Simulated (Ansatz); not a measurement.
**CH6AlNSi: small, medium and large basis sets**

Aim: see how fast density functionals converge with the basis set for CH6AlNSi.

Computed with Ansatz 0.2.0, Gaussian basis. Level: one geometry, several basis sets.

Levels to be run: PBE0-D4/def2-SVP; ωB97M-V/def2-SVP; PBE0-D4/def2-QZVPP; ωB97M-V/def2-QZVPP; the functionals' def2-TZVPP values are taken from earlier runs.

## (1) Structure used throughout

The geometry comes from an earlier relaxation with PBE0-D4 in a triple-zeta def2 set; it is a stationary point, not always the lowest conformer.

SMILES `[SiH3][N]1[CH2][AlH]1`, 10 atoms, charge 0, spin multiplicity 1.

Atoms are counted from 1 here; the program's logs count them from 0.

Bond lengths: Si1–N2 1.707 Å, Si1–H5 1.493 Å, Si1–H6 1.493 Å, Si1–H7 1.488 Å, N2–C3 1.531 Å, N2–Al4 1.743 Å, C3–Al4 1.901 Å, C3–H8 1.092 Å, C3–H9 1.092 Å, Al4–H10 1.568 Å. Angles: N2–Si1–H5 111.7°, N2–Si1–H6 111.6°, N2–Si1–H7 109.0°, H5–Si1–H6 106.8°, H5–Si1–H7 108.9°, H6–Si1–H7 108.9°, Si1–N2–C3 123.6°, Si1–N2–Al4 165.7°, C3–N2–Al4 70.7°, N2–C3–Al4 59.9°, N2–C3–H8 114.1°, N2–C3–H9 114.1°, Al4–C3–H8 123.1°, Al4–C3–H9 123.1°, H8–C3–H9 110.8°, N2–Al4–C3 49.5°, N2–Al4–H10 144.6°, C3–Al4–H10 166.0°.

Geometry (Å):

```xyz
10
CH6AlNSi
Si   -1.0642    1.0479   -0.4381
N     0.3045    0.0663   -0.1580
C     0.3018   -1.1450    0.7789
Al    1.8880   -0.6611   -0.1510
H    -2.1993    0.2615   -1.0057
H    -1.5614    1.6725    0.8235
H    -0.6989    2.1256   -1.3972
H     0.1262   -0.8974    1.8275
H    -0.3541   -1.9562    0.4571
H     3.3406   -0.5653   -0.7342
```

## (2) PBE0-D4 in def2-SVP

in.yaml

```yaml
crystal:
  periodic: [false, false, false]
  atoms:
    - {symbol: Si, position_ang: [-1.064219, 1.047912, -0.438145]}
    - {symbol: N, position_ang: [0.304460, 0.066288, -0.157963]}
    - {symbol: C, position_ang: [0.301821, -1.145039, 0.778901]}
    - {symbol: Al, position_ang: [1.888020, -0.661136, -0.150978]}
    - {symbol: H, position_ang: [-2.199335, 0.261460, -1.005691]}
    - {symbol: H, position_ang: [-1.561421, 1.672548, 0.823486]}
    - {symbol: H, position_ang: [-0.698869, 2.125614, -1.397159]}
    - {symbol: H, position_ang: [0.126202, -0.897383, 1.827477]}
    - {symbol: H, position_ang: [-0.354055, -1.956211, 0.457143]}
    - {symbol: H, position_ang: [3.340596, -0.565250, -0.734172]}
basis:
  gaussian: {orbitals: def2-SVP}
hamiltonian: {xc: pbe0, dispersion: d4}
output: {orbitals: {seedname: orbitals}}
```

Command:

```sh
ansatz run in.yaml --threads 2 --pin off --events-out ev --progress --plain --max-ram 4352MiB
```

Further steps of the session: ωB97M-V in def2-SVP; PBE0-D4 in def2-QZVPP; ωB97M-V in def2-QZVPP.

Q: Predict the results of all the runs planned. Wanted: PBE0-D4: double and triple zeta above quadruple; ωB97M-V: double and triple zeta above quadruple.

**Answer**, as computed:

```
                                       quantity          value
PBE0-D4: double and triple zeta above quadruple  8.77, 0.64 eV
ωB97M-V: double and triple zeta above quadruple  8.87, 0.60 eV
```

For PBE0-D4 the step from double to triple zeta gains 8.13 eV and the next only 0.64 eV. Total energies overstate the basis error of differences, where much of it tends to cancel. The LUMO of ωB97M-V is positive and keeps falling with the basis (0.74 to 0.20 eV): an unbound level that the basis holds in place.
